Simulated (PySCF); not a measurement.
# OsF₂⁺: structure of the sextet

Aim: relax OsF₂⁺ as a sextet from a linear start, check by its vibrations whether the end is a minimum, and collect its spectrum and constants.

Program: PySCF 2.14.0. Level of theory: PBE0, basis Os def2-TZVP with ECP60, F def2-TZVP, scalar-relativistic core potentials, no spin–orbit coupling, density fitting. These are calculated values, not measurements.

**1. The system as given**

3 atoms, charge 1, spin multiplicity 6.

Bond lengths: Os1–F2 1.891 Å, Os1–F3 1.891 Å. Angles: F2–Os1–F3 180.0°.

```xyz
3
charge 1 multiplicity 6
Os    0.0000    0.0000    0.0000
F     0.0000    0.0000    1.8914
F     0.0000    0.0000   -1.8914
```

**2. The SCF at the typed geometry**

The steps below are one call of a driver around PySCF. For each, scf.py gives the equivalent set-up of the SCF; relaxations use the driver's own optimiser. After this first run the driver tries any further starts and a stability analysis.

scf.py reads:

```python
from pyscf import gto, scf, dft
mol = gto.M(atom='''
Os     0.000000     0.000000     0.000000
F      0.000000     0.000000     1.891400
F      0.000000     0.000000    -1.891400''',
    basis={'Os': 'def2-TZVP', 'F': 'def2-TZVP'},
    ecp={'Os': 'def2-TZVP'},
    charge=1, spin=5)
mf = dft.UKS(mol, xc='PBE0')
mf.grids.atom_grid = (50, 194)
aux = {'Os': 'def2-universal-JKFIT', 'F': 'def2-universal-JKFIT'}
mf = mf.density_fit(auxbasis=aux)
mf.conv_tol = 1e-08
mf.diis_space = 10
mf.max_cycle = 60
mf.init_guess = 'minao'
mf.verbose = 4
mf.kernel()
```

Started as:

```sh
OMP_NUM_THREADS=2 python axn.py task.json out
```

The program printed:

```text
init E= -273.567170427563
[... the frontier-level lines of each cycle are left out ...]
cycle= 1 E= -289.678417230509  delta_E= -16.1  |g|= 0.746  |ddm|= 5.15
cycle= 2 E= -284.137787586951  delta_E= 5.54  |g|= 3.41  |ddm|= 2.72
cycle= 3 E= -289.869911504329  delta_E= -5.73  |g|= 0.193  |ddm|= 2.42
cycle= 4 E= -289.887319405216  delta_E= -0.0174  |g|= 0.0276  |ddm|= 0.229
cycle= 5 E= -289.887524648947  delta_E= -0.000205  |g|= 0.0108  |ddm|= 0.0273
cycle= 6 E= -289.887566476105  delta_E= -4.18e-05  |g|= 0.0012  |ddm|= 0.00945
cycle= 7 E= -289.887567794847  delta_E= -1.32e-06  |g|= 0.000285  |ddm|= 0.00175
cycle= 8 E= -289.887567877812  delta_E= -8.3e-08  |g|= 5.06e-05  |ddm|= 0.000504
cycle= 9 E= -289.887567879333  delta_E= -1.52e-09  |g|= 2.22e-05  |ddm|= 6.17e-05
Extra cycle  E= -289.887567878806  delta_E= 5.26e-10  |g|= 4.64e-05  |ddm|= 3.77e-05
converged SCF energy = -289.887567878806  <S^2> = 8.7573654  2S+1 = 6.0024546
```

This step, with its further starts and checks, took 17 s on 2 threads of Arm Neoverse N1, shared host.

Energies from each starting density:

```tsv
start	energy (Eh)
the minimal-basis guess	-289.887568
a thermally smeared density	-289.887568
a smeared PBE density	-289.887568
```

The test of internal stability and the other starts found no lower solution of this spin.

**3. Linear start, sextet: relaxation**

The program finds D∞h symmetry in the start, which this walk keeps. The walk stops when the largest gradient is under 0.0003 Eh/bohr and the energy has settled too.

Changes to scf.py since step 2:

```diff
@@ -16 +15,0 @@
-mf.init_guess = 'minao'
```

Energy and gradient, step by step:

```tsv
step	energy (Eh)	change (kJ/mol)	largest symmetric gradient (Eh/bohr)
0	-289.887568	0.00	0.03749
1	-289.891104	-9.28	0.01932
2	-289.891921	-11.43	0.00301
3	-289.891945	-11.49	0.00020
4	-289.891945	-11.49	0.00000
```

The walk took 17 s.

Positions (Å) and forces (eV/Å) along the way:

```
step 0
Os   0.000   0.000   0.000   0.000   0.000   0.000
F    0.000   0.000   1.891   0.000   0.000  -1.928
F    0.000   0.000  -1.891   0.000   0.000   1.928
step 1
Os   0.000   0.000   0.000   0.000   0.000   0.000
F    0.000   0.000   1.810   0.000   0.000   0.993
F    0.000   0.000  -1.810   0.000   0.000  -0.993
step 2
Os   0.000   0.000   0.000   0.000   0.000   0.000
F    0.000   0.000   1.837   0.000   0.000  -0.155
F    0.000   0.000  -1.837   0.000   0.000   0.155
step 3
Os   0.000   0.000   0.000   0.000   0.000   0.000
F    0.000   0.000   1.833   0.000   0.000  -0.010
F    0.000   0.000  -1.833   0.000   0.000   0.010
step 4
Os   0.000   0.000   0.000   0.000   0.000   0.000
F    0.000   0.000   1.833   0.000   0.000   0.000
F    0.000   0.000  -1.833   0.000   0.000   0.000
```

After 4 steps and 11.5 kJ/mol it ends at D∞h: Os–F 1.833 Å (×2); F–Os–F 180.0°.

**4. Vibrations and properties at this point**

On the finer grid the gradient is checked again; gradients at displacements of ±0.02 bohr then give force constants and infrared intensities.

Changes to scf.py since step 3:

```diff
@@ -4,2 +4,2 @@
-F      0.000000     0.000000     1.891400
-F      0.000000     0.000000    -1.891400''',
+F      0.000000    -0.000000     1.833423
+F     -0.000000     0.000000    -1.833423''',
@@ -10 +10 @@
-mf.grids.atom_grid = (50, 194)
+mf.grids.atom_grid = (75, 302)
@@ -13 +13 @@
-mf.conv_tol = 1e-08
+mf.conv_tol = 1e-10
```

This SCF starts from the last density.

Log of the central SCF (cycles and frontier levels):

```text
init E= -289.891915928704
[... the frontier-level lines of each cycle are left out ...]
cycle= 1 E= -289.891915928683  delta_E= 2.08e-11  |g|= 8.88e-06  |ddm|= 7.63e-06
Extra cycle  E= -289.891915928582  delta_E= 1.01e-10  |g|= 1.97e-05  |ddm|= 1.56e-05
converged SCF energy = -289.891915928582  <S^2> = 8.7564842  2S+1 = 6.002161
```

The whole step took 40 s.

Geometry: D∞h; Os–F 1.833 Å (×2); F–Os–F 180.0°.

Harmonic modes (main isotopes):

```csv
symmetry,ω (cm⁻¹),IR (km/mol),μ (u)
πu,97,26.8,22.32
σg+,748,0.0,19.00
σu+,766,195,22.32
```

No imaginary mode, so this is a minimum.

Properties at this point:

* Dipole moment about the centre of mass: 0.00 D
* Highest occupied level: -16.35 eV
* Lowest empty level: -12.44 eV
* Rotational constants: 0.132 cm⁻¹
* Zero-point energy: 10.2 kJ/mol
* Principal polarisabilities: 18.4, 18.4, 40.7 bohr³
* Principal traceless quadrupole moments about the centre of mass: -8.21, 4.10, 4.10 D Å
* Entropy at 298.15 K and 1 bar (electronic part: spin only): 286.7 J/(mol K)
* Heat capacity Cp at 298.15 K: 51.5 J/(mol K)
* Enthalpy at 298.15 K above 0 K: 13.04 kJ/mol
* Rotational symmetry number: 2
* Spin squared ⟨S²⟩: 8.756

Populations by atom (charges in e):

```tsv
atom	Mulliken	Löwdin	polar tensor	spin (Mulliken)	Mayer order to Os1
Os1	1.54	1.39	2.12	4.54	–
F2,3	-0.27	-0.19	-0.56	0.23	1.09
```

Mulliken populations on Os1 (outside its core potential): s 2.68, p 6.22, d 5.48, f 0.07.

**5. Real-space pictures of the lowest minimum**

The plane holds Os1 at (0.00, 0.00), F2 at (1.83, 0.00), F3 at (-1.83, 0.00) Å. Columns run from x = -3.75 to 4.05 Å, rows from y = 2.25 (top) to -1.95 Å, in steps of 0.3 Å. Electrons inside core potentials are absent.

Density (cut at 5 e/Å³):

Ten steps from '0' (0.000 e/Å³) to '9' (5.000 e/Å³), finer at the low end (step k begins (100^(k/10) - 1)/99 of the way up):
```
000000000000000000000000000
000000000000000000000000000
000000000001111000000000000
000000111112222111110000000
000012332234554322332100000
000134665457887545664310000
000247997579999757997420000
000269999689449869999620000
000269999689449869999620000
000247997579999757997420000
000134665457887545664310000
000012332234554322332100000
000000111112222111110000000
000000000001111000000000000
000000000000000000000000000
```

ELF (0 where the density is under 0.005 e/Å³):

Ten even steps from '0' (0.00) to '9' (0.86):
```
000000000000000000000000000
000000000012222100000000000
000000000023333200000000000
000012210133443310122100000
000135542134554312455310000
000268886236776326888620000
001489998349999438999841000
001599129449009449219951000
001599129449009449219951000
001489998349999438999841000
000268886236776326888620000
000135542134554312455310000
000012210133443310122100000
000000000023333200000000000
000000000012222100000000000
```

Highest occupied orbital at -16.35 eV (sign arbitrary; one member if degenerate):

Ten even steps from '0' (-0.60 Å^-3/2) to '9' (0.60 Å^-3/2):
```
555555554444455555444444444
555555554444455555444444444
555555555444455554444444444
555555555444455554444444444
555555555444455554444444444
555555665432367654334444444
555556875421278754213444444
555556985432457654103444444
444443014567542345896555555
444443124578721245786555555
444444334567632345665555555
444444444555544445555555555
444444444555544445555555555
444444444555544445555555555
444444445555544444555555555
```

Making the fields took 2.3 s.

**6. Outcome**

```
                                          quantity                             value
                                           minimum                       sextet, D∞h
                                          geometry  Os–F 1.833 Å (×2); F–Os–F 180.0°
                                wavenumbers (cm⁻¹)     97 (πu), 748 (σg+), 766 (σu+)
                    dipole moment (centre of mass)                            0.00 D
highest occupied, lowest empty level (either spin)                 -16.35, -12.44 eV
                        polar-tensor charge of Os1                           +2.12 e
                                 zero-point energy                       10.2 kJ/mol
                               entropy at 298.15 K                   286.7 J/(mol K)
                                              ⟨S²⟩                             8.756
```

What this shows: The molecule stays D∞h, as typed, and the end point is a minimum. The strongest infrared band lies at 766 cm⁻¹ (σu+, stretch). Most of the spin sits on Os1 (Mulliken spin 4.54, against 5 for the whole molecule). Other starts or spin states, not run here, may lie lower. One determinant may miss the lowest occupation of an open d or f shell. With an element this heavy the missing spin–orbit coupling can shift these numbers.

The search up to here took 74 s on 2 threads of Arm Neoverse N1, shared host.
